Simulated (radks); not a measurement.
# Ionising gold step by step, Au to Au¹⁹⁺

An exercise on one series of results from a longer session: the logs are not shown, and one member is left open.

Program: radks (a radial shooting solver on a logarithmic mesh, Libxc functionals) version 1. Level of theory: non-relativistic Kohn-Sham, TPSS, spin-polarised, spherical densities, point nucleus; open shells are filled with parallel spins first. These are calculated values, not measurements, unless marked.

## The atom as given

* element: gold (Z = 79)
* charges: 0 to 19
* first configuration: [Xe] 4f14 5d10 6s1
* last configuration: [Kr] 4d10 4f12 5s2

Outer shells as boxes (Hund's rule):

Au
```
[Xe] core
4f [↑↓][↑↓][↑↓][↑↓][↑↓][↑↓][↑↓]
5d [↑↓][↑↓][↑↓][↑↓][↑↓]
6s [↑ ]
```

Au¹⁹⁺
```
[Kr] core
4d [↑↓][↑↓][↑↓][↑↓][↑↓]
4f [↑↓][↑↓][↑↓][↑↓][↑↓][↑ ][↑ ]
5s [↑↓]
```

The first run:

The run's settings:

```text
Z 79
configuration [Xe] 4f14 5d10 6s1
relativity non-relativistic
functional tpss,tpss
spin polarised
nucleus point
```

Among the steps run: Au, [Xe] 4f14 5d10 6s1.

One of the session's tables, all rows but one given; the rest of the session is left out.

It belongs to the step «Au, [Xe] 4f14 5d10 6s1». From the orbitals of this run (lengths in bohr):

```
  level    <r>  outermost maximum (interpolated)  90 % within  nodes
5s down  1.030                             0.937         1.47      4
  5s up  1.030                             0.937         1.47      4
  5p up  1.122                             0.994         1.63      3
5p down  1.121                             0.994         1.63      3
  5d up      ?                                 ?            ?      ?
5d down  1.563                              1.20         2.45      2
  6s up  3.340                              2.69         5.07      5
6s down  3.411                              2.69         5.21      5
```

Estimate the missing values for 5d up.

**Answer.** <r>: 1.586; outermost maximum (interpolated): 1.20; 90 % within: 2.51; nodes: 2. In the column «<r>» it lies between 5d down (1.563) and 6s up (3.340).

Limits of these values: Relativity is left out here, which matters for elements this heavy. Open shells are spherical and high-spin; term and fine-structure splittings are not resolved.
